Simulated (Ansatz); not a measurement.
**CHOSbSe: a ladder of functionals and wavefunction methods**

An exercise on one series of results from a longer session: the logs are not shown, and one member is left open.

Computed with Ansatz 0.2.0, Gaussian basis. Level: functionals in def2-TZVPP, the program's frozen cores in correlated methods.

Plan: LDA (SPW92), PBE-D4, revPBE-D4, BLYP-D4, r2SCAN-D4, B97M-V, PBE0-D4, B3LYP-D4, r2SCANh-D4, r2SCAN0-D4, HSE06-D4, BHLYP-D4, CAM-B3LYP-D4, LC-ωPBE, ωB97X-V, ωB97M-V, B2PLYP, PBE-QIDH; CCSD(T)/def2-SVP; CCSD(T)/def2-TZVPP; MP2/def2-QZVPP; extrapolation to the limit; RPA on PBE.

### Structure used throughout

An earlier PBE0-D4 in a triple-zeta def2 set relaxation fixed the geometry. Sb takes the def2 core potential; no spin-orbit term is included.

5 atoms, charge 0, spin multiplicity 1.

Atoms are counted from 1 here; the program's logs count them from 0.

Bond lengths: O1–C2 1.176 Å, C2–Se3 1.912 Å, C2–Sb4 2.203 Å, Se3–Sb4 2.616 Å, Sb4–H5 1.717 Å. Angles: O1–C2–Se3 137.2°, O1–C2–Sb4 144.2°, Se3–C2–Sb4 78.6°, C2–Se3–Sb4 55.6°, C2–Sb4–Se3 45.7°, C2–Sb4–H5 91.7°, Se3–Sb4–H5 94.4°.

As a file:

```
O     0.9222   -1.6169    0.7130
C     0.1730   -0.7618    0.4136
Se   -1.5945   -0.6326   -0.3030
Sb   -0.1058    1.4220    0.3355
H     0.6550    1.5156   -1.2006
```

The first run:

File in.yaml:

```yaml
crystal:
  periodic: [false, false, false]
  atoms:
    - {symbol: O, position_ang: [0.922222, -1.616947, 0.713034]}
    - {symbol: C, position_ang: [0.172955, -0.761785, 0.413597]}
    - {symbol: Se, position_ang: [-1.594513, -0.632603, -0.303000]}
    - {symbol: Sb, position_ang: [-0.105802, 1.422027, 0.335546]}
    - {symbol: H, position_ang: [0.655038, 1.515607, -1.200577]}
basis:
  gaussian: {orbitals: def2-TZVPP}
hamiltonian: {xc: lda}
output: {orbitals: {seedname: orbitals}}
```

Among the steps run: LDA; PBE-D4 (GGA); revPBE-D4 (GGA); BLYP-D4 (GGA); r2SCAN-D4 (meta-GGA); B97M-V (meta-GGA); PBE0-D4 (hybrid); B3LYP-D4 (hybrid); r2SCANh-D4 (hybrid); r2SCAN0-D4 (hybrid); HSE06-D4 (hybrid); BHLYP-D4 (hybrid); CAM-B3LYP-D4 (range-separated); LC-ωPBE (range-separated); ωB97X-V (range-separated); ωB97M-V (range-separated); B2PLYP (double hybrid); PBE-QIDH (double hybrid).

One of the session's tables, all rows but one given; the rest of the session is left out.

It belongs to the step «Orbital energies across the functionals». 

| functional | HOMO (eV) | LUMO (eV) | gap (eV) |
| --- | --- | --- | --- |
| LDA (SPW92) | -5.82 | -3.35 | 2.47 |
| PBE-D4 | ? | ? | ? |
| revPBE-D4 | -5.55 | -3.04 | 2.52 |
| BLYP-D4 | -5.46 | -3.02 | 2.44 |
| r2SCAN-D4 | -5.86 | -3.05 | 2.81 |
| B97M-V | -5.78 | -2.96 | 2.82 |
| PBE0-D4 | -6.66 | -2.47 | 4.19 |
| B3LYP-D4 | -6.45 | -2.67 | 3.78 |
| r2SCANh-D4 | -6.24 | -2.81 | 3.44 |
| r2SCAN0-D4 | -6.82 | -2.44 | 4.38 |
| HSE06-D4 | -6.28 | -2.83 | 3.45 |
| BHLYP-D4 | -7.56 | -1.75 | 5.81 |
| CAM-B3LYP-D4 | -7.78 | -1.57 | 6.21 |
| LC-ωPBE | -8.93 | -0.56 | 8.36 |
| ωB97X-V | -8.65 | -0.62 | 8.04 |
| ωB97M-V | -8.56 | -0.73 | 7.83 |

Estimate the missing values for PBE-D4.

As computed: HOMO (eV): -5.62; LUMO (eV): -3.12; gap (eV): 2.50. In the column «HOMO (eV)» it lies between B97M-V (-5.78) and revPBE-D4 (-5.55).
